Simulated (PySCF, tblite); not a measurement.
# C₅H₆F₃Si radical: geometry, infrared bands and EPR parameters

Aim: predict the infrared bands and EPR parameters of C₅H₆F₃Si radical (`C=C([CH][SiH3])C(F)=C(F)F`).

Programs: tblite 0.8.0 and PySCF 2.14.0, with density-fitted response routines of our own. Each step states its level of theory. These are calculated values for one molecule in the gas phase, unless marked as measured. Atoms are numbered from 0 throughout.

### Step 1. Starting geometry

15 atoms, charge 0, multiplicity 2; geometry from: force field or distance geometry start.

Bonds of the start (Å): C0–C1 1.32, C1–C2 1.47, C2–Si3 1.82, C1–C4 1.47, C4–F5 1.35, C4–C6 1.32, C6–F7 1.37, C6–F8 1.34, C0–H9 1.08, C0–H10 1.09, C2–H11 1.09, Si3–H12 1.50, Si3–H13 1.48, Si3–H14 1.45.

### Step 2. Optimising the geometry with GFN2-xTB

What the job is given:

```
{"job": {"kind": "relax", "xc": "GFN2-xTB", "basis": "xTB"}, "charge": 0, "multiplicity": 2}
C     -0.158200     1.776300    -0.274100
C     -0.400000     0.479300    -0.218500
C      0.563800    -0.572100    -0.583100
Si     2.252400    -0.405900     0.085000
C     -1.714000     0.063200     0.291300
F     -2.618000     1.004600     0.638400
C     -2.070100    -1.198800     0.394400
F     -1.139300    -2.132500     0.035700
F     -3.274800    -1.552200     0.851700
H     -0.929000     2.473800     0.030300
H      0.782900     2.187600    -0.629100
H      0.443200    -1.019600    -1.568600
H      2.699900    -1.694300     0.715300
H      2.345200     0.625200     1.148800
H      3.211500    -0.026500    -0.939400
```

The run is started by

```sh
$ OMP_NUM_THREADS=1 python probes_run.py task.json out
```

This one command runs all jobs of the session in turn.

Output:

```text
step      E/eV     max force
  0    -803.88022    1.948
  1    -804.01695    1.411
  2    -804.13276    1.054
  3    -804.23335    0.917
  4    -804.28432    0.909
  5    -804.31797    0.535
  6    -804.34045    0.369
  7    -804.36574    0.402
  8    -804.39085    0.368
  9    -804.40822    0.354
 10    -804.42512    0.310
 11    -804.44384    0.430
 12    -804.46331    0.409
 13    -804.47992    0.339
 14    -804.49177    0.337
 15    -804.50156    0.279
 16    -804.50983    0.209
 17    -804.51571    0.385
 18    -804.52027    0.235
 19    -804.52482    0.172
 20    -804.53146    0.225
 21    -804.53618    0.205
 22    -804.54265    0.192
 23    -804.54693    0.135
 24    -804.55073    0.164
 25    -804.55450    0.153
 26    -804.55892    0.211
 27    -804.56455    0.220
 28    -804.57168    0.266
 29    -804.58083    0.290
 30    -804.59442    0.420
 31    -804.61507    0.605
 32    -804.63783    0.658
 33    -804.65905    0.484
 34    -804.67514    0.348
 35    -804.68333    0.341
 36    -804.69166    0.212
 37    -804.69838    0.193
 38    -804.70273    0.175
 39    -804.70752    0.202
 40    -804.71311    0.238
 41    -804.72064    0.183
 42    -804.72681    0.146
 43    -804.72985    0.132
 44    -804.73233    0.139
 45    -804.73446    0.153
 46    -804.73701    0.107
 47    -804.73987    0.116
 48    -804.74119    0.121
 49    -804.74253    0.097
 50    -804.74364    0.083
 51    -804.74464    0.072
 52    -804.74528    0.056
 53    -804.74568    0.040
 54    -804.74602    0.034
 55    -804.74632    0.037
 56    -804.74655    0.036
 57    -804.74676    0.045
 58    -804.74699    0.039
 59    -804.74721    0.030
 60    -804.74739    0.027
 61    -804.74751    0.023
 62    -804.74764    0.029
 63    -804.74779    0.032
 64    -804.74794    0.027
 65    -804.74806    0.024
 66    -804.74817    0.026
 67    -804.74831    0.034
 68    -804.74849    0.042
 69    -804.74870    0.041
 70    -804.74891    0.035
 71    -804.74912    0.039
 72    -804.74935    0.041
 73    -804.74959    0.033
 74    -804.74979    0.033
 75    -804.74999    0.038
 76    -804.75027    0.053
 77    -804.75075    0.080
 78    -804.75146    0.090
 79    -804.75223    0.060
 80    -804.75283    0.063
 81    -804.75333    0.059
 82    -804.75389    0.091
 83    -804.75446    0.098
 84    -804.75516    0.101
 85    -804.75568    0.057
 86    -804.75609    0.034
 87    -804.75630    0.058
 88    -804.75676    0.066
 89    -804.75753    0.052
 90    -804.75789    0.037
 91    -804.75821    0.048
 92    -804.75833    0.058
 93    -804.75847    0.062
 94    -804.75872    0.040
 95    -804.75886    0.029
 96    -804.75910    0.031
 97    -804.75939    0.054
 98    -804.75975    0.069
 99    -804.76006    0.052
100    -804.76026    0.027
101    -804.76039    0.024
102    -804.76054    0.025
103    -804.76072    0.034
104    -804.76087    0.025
105    -804.76095    0.013
106    -804.76098    0.015
107    -804.76101    0.015
108    -804.76106    0.025
109    -804.76112    0.028
110    -804.76116    0.019
111    -804.76118    0.007
```

Run time: 0.63 s. Hardware: 1 thread of Arm Neoverse V2, shared host; peak memory 0.18 GiB.

Step by step: (not every step is listed)

```
step  energy from step 0 (eV)  largest force (eV/Å)
   0                   0.0000                1.9484
   1                  -0.1367                1.4114
   2                  -0.2525                1.0545
   3                  -0.3531                0.9171
   4                  -0.4041                0.9093
   5                  -0.4377                0.5353
   6                  -0.4602                0.3685
   7                  -0.4855                0.4016
   8                  -0.5106                0.3680
  17                  -0.6355                0.3852
  26                  -0.6787                0.2114
  35                  -0.8031                0.3412
  44                  -0.8521                0.1385
  53                  -0.8655                0.0397
  62                  -0.8674                0.0286
  71                  -0.8689                0.0391
  80                  -0.8726                0.0631
  89                  -0.8773                0.0521
  98                  -0.8795                0.0687
 106                  -0.8808                0.0146
 107                  -0.8808                0.0150
 108                  -0.8808                0.0249
 109                  -0.8809                0.0280
 110                  -0.8809                0.0191
 111                  -0.8810                0.0073
```

Close pairs (by a distance rule), those that changed most:

```
   bond  before (Å)  after (Å)  change (Å)
  C1–C2       1.472      1.394      -0.078
  C0–C1       1.321      1.373      +0.052
 C2–Si3       1.824      1.871      +0.047
Si3–H12       1.503      1.461      -0.041
  C6–F7       1.366      1.327      -0.039
Si3–H13       1.484      1.466      -0.018
  C4–C6       1.315      1.332      +0.017
Si3–H14       1.454      1.468      +0.014
```

The end geometry stands in the next job.

### Step 3. Infrared spectrum with GFN2-xTB

What the job is given:

```
{"job": {"kind": "ir", "xc": "GFN2-xTB", "basis": "xTB"}, "charge": 0, "multiplicity": 2}
C     -0.095045     1.747282     0.005925
C     -0.349959     0.399976    -0.063410
C      0.647887    -0.568443    -0.160796
Si     2.488404    -0.233967    -0.138582
C     -1.769195    -0.003095    -0.056883
F     -2.647826     0.934141    -0.476755
C     -2.300031    -1.159323     0.338920
F     -1.620045    -2.192390     0.819476
F     -3.597317    -1.435601     0.321246
H     -0.891013     2.467103     0.065286
H      0.914209     2.111643    -0.006284
H      0.332408    -1.594436    -0.265704
H      3.164037    -1.526626    -0.223071
H      2.858332     0.455290     1.101513
H      2.860739     0.606433    -1.282793
```

Output:

```text
mode    cm-1     km/mol
  1      37.3      0.33
  2      73.8      0.28
  3     104.0      0.35
  4     119.7      0.13
  5     169.4      0.45
  6     195.8      4.39
  7     265.2      0.65
  8     302.0      5.73
  9     336.4      5.57
 10     384.0      7.02
 11     455.1     15.22
 12     495.1     15.37
 13     511.8     27.04
 14     522.4     25.06
 15     524.9     12.36
 16     573.3     43.25
 17     596.7     19.08
 18     675.7     31.33
 19     729.6     21.56
 20     779.7    205.40
 21     781.7    232.50
 22     794.2    154.72
 23     796.3     75.48
 24     812.4    152.61
 25    1008.0     21.36
 26    1054.8    191.80
 27    1138.9     59.79
 28    1199.8    283.98
 29    1225.0     23.60
 30    1361.5      6.21
 31    1394.0     21.45
 32    1471.8      2.56
 33    1741.9    151.86
 34    2219.9    332.29
 35    2237.6    182.27
 36    2287.1    273.03
 37    3097.8      9.43
 38    3130.8      2.60
 39    3174.1     12.10
```

Wall time 0.43 s (1 thread of Arm Neoverse V2, shared host); peak memory 0.18 GiB.

Which atoms move in the most intense modes:

```
cm⁻¹  km/mol                         atoms
 780   205.4  H12 34 %, H13 31 %, H14 18 %
 782   232.5  H12 35 %, H14 29 %, H13 25 %
 794   154.7  H14 44 %, H13 36 %, H12 11 %
1055   191.8     C4 31 %, C6 18 %, F8 16 %
1200   284.0     C6 64 %, F7 14 %, F8 12 %
2220   332.3            H14 84 %, H13 12 %
2238   182.3            H13 84 %, H14 13 %
2287   273.0                      H12 97 %
```

### Step 4. EPR parameters: B3LYP/pcH-1

Settings changed since step 3:

```diff
@@ -1,2 +1,2 @@
-{"job": {"kind": "ir", "xc": "GFN2-xTB", "basis": "xTB"}, "charge": 0, "multiplicity": 2}
+{"job": {"kind": "epr", "basis": "pcH-1"}, "charge": 0, "multiplicity": 2}
 C     -0.095045     1.747282     0.005925
```

With the program's defaults for keys left out, this is: UKS B3LYP, pcH-1 on C F H Si, non-relativistic, mean-field spin-orbit, GIAO.

Output:

```text
UKS, coarse grid
  cycle   1  E = -782.97041798  |g| = 5.90e-01
  cycle   2  E = -782.78018029  |g| = 9.70e-01
  cycle   3  E = -783.08824697  |g| = 7.75e-02
  cycle   4  E = -783.08955501  |g| = 5.70e-02
  cycle   5  E = -783.09086132  |g| = 1.51e-02
  cycle   6  E = -783.09098457  |g| = 7.12e-03
  cycle   7  E = -783.09102877  |g| = 3.13e-03
  cycle   8  E = -783.09104231  |g| = 1.71e-03
  cycle   9  E = -783.09104537  |g| = 5.85e-04
UKS, final grid
  cycle   1  E = -783.09102202  |g| = 6.21e-04
  cycle   2  E = -783.09102213  |g| = 8.41e-04
  cycle   3  E = -783.09102245  |g| = 1.75e-04
  cycle   4  E = -783.09102252  |g| = 1.61e-04
  cycle   5  E = -783.09102259  |g| = 5.46e-05
  cycle   6  E = -783.09102259  |g| = 1.34e-05
E = -783.09102259 Eh   <S^2> = 0.7832 (exact 0.7500)
g shifts (ppm)      1          2          3
  rmc          -126       -126       -126
  gc             -0         24         30
  oz_so         -76        497        572
  total        -202        396        477
hyperfine (MHz)  atom isotope    a_iso     a_fc   dipolar eigenvalues
    0   13C      51.73      51.79    -49.15    -47.60     96.75
    1   13C     -48.30     -48.33    -28.23     11.43     16.80
    2   13C      56.55      56.63    -52.28    -50.99    103.27
    3  29Si      30.11      30.16     -1.69     -0.58      2.27
    4   13C      11.52      11.52     -3.54     -2.35      5.89
    5   19F      -0.24      -0.22    -16.11     -1.34     17.45
    6   13C      -8.35      -8.34    -12.64      5.81      6.83
    7   19F      -2.69      -2.64    -31.06     12.13     18.93
    8   19F     -10.63     -10.58    -33.25     14.01     19.24
    9    1H     -40.57     -40.58    -23.79     -0.78     24.57
   10    1H     -38.29     -38.29    -20.41     -1.79     22.20
   11    1H     -41.56     -41.57    -25.83     -0.31     26.14
   12    1H      -1.15      -1.15     -2.45     -2.02      4.47
   13    1H      30.68      30.68     -2.29     -1.54      3.82
   14    1H      35.45      35.45     -2.23     -1.55      3.78
```

Run time: 96 s. Hardware: 1 thread of Arm Neoverse V2, shared host; peak memory 1.1 GiB.

Principal g values 2.00212, 2.00272, 2.00280; g(iso) = 2.00254, against 2.00232 for a free electron.

Mean a(iso) over the nuclei that a row names, and the largest dipolar term of the row (other rows stand at the frozen geometry):

```
       nuclei  isotope  a(iso) (MHz)  a(iso) (G, at g = 2.0023)  largest dipolar term (MHz)
           C2      13C          56.6                       20.2                       103.3
           C0      13C          51.7                       18.5                        96.8
           C1      13C         -48.3                      -17.2                       -28.2
          H11       1H         -41.6                      -14.8                        26.1
           H9       1H         -40.6                      -14.5                        24.6
          H10       1H         -38.3                      -13.7                        22.2
          Si3     29Si          30.1                       10.7                         2.3
H12, H13, H14       1H          21.7                        7.7                         4.5
           C4      13C          11.5                        4.1                         5.9
           F8      19F         -10.6                       -3.8                       -33.3
           C6      13C          -8.3                       -3.0                       -12.6
           F7      19F          -2.7                       -1.0                       -31.1
           F5      19F          -0.2                       -0.1                        17.5
```

Mulliken spin populations:

C0 0.65; C1 -0.26; C2 0.71; Si3 -0.03; C4 0.04; F5 0.00; C6 -0.06; F7 0.00; F8 0.00; H9 -0.03; H10 -0.03; H11 -0.03; H12 0.00; H13 0.02; H14 0.02

In first order the couplings over 0.8 MHz of 1H, 19F give 128 distinct lines over 70.9 G, if the averaged nuclei exchange fast; the same motion can average rows kept apart here too.

The fields below are evaluated on a grid from the run's orbitals.

ELF in a plane through or near 10 of the atoms.

Ten even steps from '0' (0.00) to '9' (1.00):
```
0000000000000000000000000000
0000000000000000000000000000
0000000000000000000000000000
0000000000000179610000000000
0000000001642499900000000000
0000000006998699603320000000
0000000004999167117752000000
0000001100686374027885000000
0000013431002645746541000000
0000014521445736943300320000
0000013054883775538525851000
0000012176783140042276672000
0000159974457981035347861000
0000499999117970477302530000
0000499999004920478500100000
0000069997000100134300000000
0000002431000000000000000000
0000000000000000000000000000
0000000000000000000000000000
0000000000000000000000000000
```
The map spans 12.7 Å across and 10.3 Å up, centred on the molecule. Atoms in the plane (x, y in Å): C0 (-0.1, 1.7), C1 (0.3, 0.4), C2 (-0.6, -0.6), Si3 (-2.4, -0.6), C4 (1.7, 0.2), C6 (2.5, -0.8), F8 (3.8, -0.9), H9 (0.6, 2.6), H10 (-1.2, 2.0), H12 (-2.9, -1.9).

On the surface of density 0.002 e/bohr³ the electrostatic potential runs, from the 1st to the 99th percentile, from -0.59 V near F5 to 1.14 V near H10.

The spin density lies nearest to C0, C2 about 33 % each; C1 9 % (beta excess).

### Step 5. Summary of results

| quantity | value |
| --- | --- |
| strongest single infrared mode (GFN2-xTB) | 2220 cm⁻¹, 332 km/mol |
| zero-point energy (GFN2-xTB) | 55.4 kcal/mol |
| g(iso) (B3LYP) | 2.00254 |
| ⟨S²⟩ | 0.783 (exact 0.75) |
| largest a(iso) (averaged by class) | 13C on C2, 56.6 MHz |
| potential on the surface of density 0.002 e/bohr³, 1st and 99th percentile | -0.59 V and 1.14 V |

In words: The optimisation took 111 steps and gained 0.881 eV; among the close pairs (by a distance rule), C1–C2 changed most, from 1.472 to 1.394 Å. No mode is imaginary among the 39: a minimum at this level. The strongest single mode, at 2220 cm⁻¹, moves mainly H14. Unscaled tight-binding wavenumbers are off by several per cent, some by more. Its intensities can rank the bands wrongly. The largest spin populations lie on C2 (0.71 e), C0 (0.65 e). The isotropic g lies 0.2 ppt above the free-electron value. These values are for one conformer; the search (at its own cheap level) found 2 more, at 0.71, 0.72 kcal/mol, and measured spectra average over such forms.
